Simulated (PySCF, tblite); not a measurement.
**C3H6F2Si+ (doublet): geometry, infrared bands and EPR parameters**

Wanted: the infrared bands and EPR parameters of C3H6F2Si+ (doublet) (`FC[C+](F)[CH][SiH3]`), by calculation.

Computed with tblite 0.8.0 and PySCF 2.14.0, with density-fitted response routines of our own, on a single molecule in the gas phase. Atoms are numbered from 0 throughout.

### 1 The molecule as given

12 atoms, charge 1, multiplicity 2; geometry from: force field or distance geometry start.

Bonds of the start (Å): F0–C1 1.40, C1–C2 1.52, C2–F3 1.35, C2–C4 1.49, C4–Si5 1.87, C1–H6 1.10, C1–H7 1.10, C4–H8 1.09, Si5–H9 1.46, Si5–H10 1.47, Si5–H11 1.47.

### 2 Relaxing the molecule with GFN2-xTB

What the job is given:

```
{"job": {"kind": "relax", "xc": "GFN2-xTB", "basis": "xTB"}, "charge": 1, "multiplicity": 2}
F     -1.735500     1.342100     1.198500
C     -1.832600     0.434500     0.141700
C     -0.716500    -0.570600     0.356300
F     -0.650700    -1.328500     1.470600
C      0.291100    -0.685100    -0.730700
Si     1.839400     0.267300    -0.306300
H     -2.812000    -0.073600     0.171800
H     -1.705000     0.942500    -0.824200
H      0.553600    -1.732700    -0.884000
H      2.452500     0.646200    -1.579400
H      2.756400    -0.655000     0.386900
H      1.560700     1.412300     0.572600
```

The run is started by

```console
> OMP_NUM_THREADS=1 python probes_run.py task.json out
```

This one command runs all jobs of the session in turn.

**Question.** This job is followed by: GFN2-xTB harmonic vibrations, gas phase; UKS B3LYP, pcH-1 on C F H Si, non-relativistic, mean-field spin-orbit, GIAO. What will the session give for the following? strongest single infrared mode (GFN2-xTB); zero-point energy (GFN2-xTB); g(iso) (B3LYP); ⟨S²⟩; largest a(iso) (averaged by class).

**Answer**, as computed:

| quantity | value |
| --- | --- |
| strongest single infrared mode (GFN2-xTB) | 1532 cm⁻¹, 440 km/mol |
| zero-point energy (GFN2-xTB) | 45.8 kcal/mol |
| g(iso) (B3LYP) | 2.00453 |
| ⟨S²⟩ | 0.754 (exact 0.75) |
| largest a(iso) (averaged by class) | 1H on H9, H10, H11, 130.9 MHz |

What this shows: Over 133 steps the energy fell by 1.716 eV; of the close pairs, C2–C4 changed most, 1.487 to 1.352 Å. No mode is imaginary among the 30: a minimum at this level. The strongest single mode, at 1532 cm⁻¹, moves mainly C2 and C4. Unscaled tight-binding wavenumbers are off by several per cent, some by more. Its intensities can rank the bands wrongly. C4 carries the largest spin population, 0.47 e. The isotropic g lies 2.2 ppt above the free-electron value. These values are for one conformer; the search (at its own cheap level) found 2 more, at 0.00, 0.91 kcal/mol (those within 0.05 may be mirror or relabelled copies), and measured spectra average over such forms.
